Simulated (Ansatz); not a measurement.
## PPt under changes of volume

One of the cells (19.273 Å³/atom); the others are scaled copies at fixed shape and fractional positions:

```
Pt P
1.0
     3.74303    0.00000    0.00000
    -1.87151    3.24156    0.00000
     0.00000    0.00000    6.35374
Pt P
2 2
Direct
  0.33333 0.66667 0.37190
  0.66667 0.33333 0.87190
  0.33333 0.66667 0.00310
  0.66667 0.33333 0.50310
```

The cell comes from a database or a generator and needn't be the stable form of this composition.

```yaml
Program: Ansatz 0.2.0
Functional: PBE
Potentials_or_basis: Ansatz PAW
Cutoff: "420 eV (not typed: the program's choice for these potentials)"
k_mesh: 8 × 8 × 4
Occupations: fermi-dirac, width 0.05 eV
Spin: no spin polarisation
```

```csv
volume (Å³/atom),energy over the lowest point (meV/atom),pressure (GPa),largest force (eV/Å)
18.116,33.77,9.9,0.259
18.502,14.55,6.2,0.214
18.887,?,?,?
19.273,0.00,0.1,0.135
19.658,2.93,-2.4,0.100
20.044,11.66,-4.7,0.068
20.429,25.52,-6.7,0.039
```

Task: What does the run at 18.887 Å³/atom give?

Result: Energy over the lowest point 3.60 meV/atom; pressure 3.0 GPa; largest force 0.173 eV/Å.

Worked out: A Birch-Murnaghan fit of order 3 (a polynomial in V^(-2/3)) to the other rows has its minimum at 19.29 Å³/atom with B0 = V·E''(V) = 135 GPa and B' = 4.9 at fixed shape and positions, which overstates the stiffness. It gives 3.62 meV/atom at 18.887 Å³/atom, against the run's 3.60, and -dE/dV = 3.0 GPa, against 3.0.

Energies are extrapolated to zero smearing.
